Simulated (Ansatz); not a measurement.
# Bi: response to strain

Aim: deform Bi (equal xy, yz and zx engineering shear strains of -2 %) and compute stress, forces and field gradients with LAPW, PAW and all-electron datasets made for the crystal.

Computed with Ansatz 0.2.0 (DFT LDA, scalar-relativistic, unless a step's input says otherwise).

### 1 The system as given

The structure is trigonal, space group R-3m (No. 166). The conventional cell has a = 4.546 Å, b = 4.546 Å, c = 11.862 Å, α = 90.00°, β = 90.00°, γ = 120.00°. Bi (site symmetry 3m) has 6 Bi at 3.07 to 3.53 Å as nearest neighbours.

As a file:

```
Bi
1.0
     2.27300    1.31232    3.95400
    -2.27300    1.31232    3.95400
     0.00000   -2.62463    3.95400
Bi
2
Direct
  0.23389 0.23389 0.23389
  0.76611 0.76611 0.76611
```

Atoms are numbered in the order of the input: Bi1, Bi2.

### 2 After the deformation

Space group R-3m before, P-1 after.

### 3 Full-potential LAPW

Contents of input.yaml:

```yaml
crystal:
  lattice:
    - [2.2203365086, 1.2500469794, 3.9181468334]
    - [-2.3256628482, 1.295506973, 3.963606827]
    - [-0.0132936605, -2.6641739523, 3.9802463395]
  atoms:
    - { symbol: Bi, position: [0.23389, 0.23389, 0.23389] }
    - { symbol: Bi, position: [0.76611, 0.76611, 0.76611] }
kpoints:
  mp_grid: { grid: [11, 11, 11] }
  band_path:
    path:
      - [0.0, 0.0, 0.0]
      - [0.0, 0.0, -0.5]
      - [0.5, 0.5, 0.5]
      - [0.0, 0.0, 0.0]
      - [0.0, -0.5, 0.0]
      - [0.5, 0.0, 0.0]
      - [0.0, 0.0, 0.0]
      - [0.5, 0.0, 0.5]
      - [0.0, -0.5, -0.5]
    npoints: 5
scf:
  occupations: { method: fermi_dirac, width: 0.03 }
hamiltonian:
  xc: lda
  pseudopotentials: { kind: all_electron, lapw: { basis_error: 0.00025 } }
output:
  forces: true
  stress: true
  eigenvalues: true
```

The run is started by

```
ansatz run input.yaml --threads 1 --pin off --max-ram 3072MiB --backend cpu --events-out ev --progress --plain --runs-dir out
```

### 4 PAW with frozen cores

Contents of input.yaml:

```yaml
crystal:
  lattice:
    - [2.2203365086, 1.2500469794, 3.9181468334]
    - [-2.3256628482, 1.295506973, 3.963606827]
    - [-0.0132936605, -2.6641739523, 3.9802463395]
  atoms:
    - { symbol: Bi, position: [0.23389, 0.23389, 0.23389] }
    - { symbol: Bi, position: [0.76611, 0.76611, 0.76611] }
kpoints:
  mp_grid: { grid: [11, 11, 11] }
scf:
  occupations: { method: fermi_dirac, width: 0.03 }
hamiltonian:
  xc: lda
  pseudopotentials: { kind: paw }
output:
  forces: true
  stress: true
  eigenvalues: true
  efg: { contact_densities: true }
  write_density: true
  write_potential: true
  elf: true
  volumetric_format: npy
```

### 5 Datasets made for this crystal

Changes to input.yaml since step 4:

```diff
@@ -14,3 +14,3 @@
   xc: lda
-  pseudopotentials: { kind: paw }
+  pseudopotentials: { kind: all_electron, datasets: crystal }
 output:
@@ -20,5 +20 @@
   efg: { contact_densities: true }
-  write_density: true
-  write_potential: true
-  elf: true
-  volumetric_format: npy
```

(Steps that only read results are left out.)

**Question.** What will these runs give? Wanted: pressure; largest shear or deviatoric stress.

As calculated:

| quantity | value |
| --- | --- |
| pressure | LAPW -1.79, PAW -1.81, crystal datasets -1.79 GPa |
| largest shear or deviatoric stress (LAPW) | 0.88 GPa |

The largest part of the stress beyond the pressure is 0.88 GPa in size, in the yz component; the atoms are carried along and not relaxed. No run of the undeformed cell stands beside it, so the pressure holds what the given cell had before the change. PAW: stress within 0.02 GPa of LAPW, forces within 1 meV/Å. Crystal datasets: stress within 0.01 GPa of LAPW, forces within 1 meV/Å. Spin-orbit coupling is left out, though the cell holds Bi; in elements this heavy it can shift bands and gaps by tenths of an eV.
